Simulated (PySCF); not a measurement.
Molecule: F2Mg, in a box.

```xyz
3
Lattice="12.0000 0.0000 0.0000 0.0000 11.0000 0.0000 0.0000 0.0000 11.0000" Properties=species:S:1:pos:R:3 pbc="T T T"
F     4.6018    6.2774    4.8376
Mg    6.0130    5.5210    5.5340
F     7.4242    4.7646    6.2303
```

Base run:

```yaml
Program: PySCF 2.14.0
Functional: MN15-L
Potentials_or_basis: def2-svp (all-electron)
k_mesh: 1 × 1 × 1
Occupations: fixed
Spin: no spin polarisation
```

Its results: gap between the frontier levels 6.77 eV.

Problem. After a change of settings the same cell gave: gap between the frontier levels 6.06 eV. Which change was it?
A. functional from MN15-L to r2SCANh
B. functional from MN15-L to revTPSS; dispersion from none to D4
C. functional from MN15-L to CAM-B3LYP; dispersion from none to D3
D. functional from MN15-L to PBE

Solution. B.

Caveats: this is a molecule in a periodic box at the Γ point, so its band gap is the HOMO-LUMO gap; the basis of atomic orbitals isn't converged, which shifts pressures, moduli and gaps.
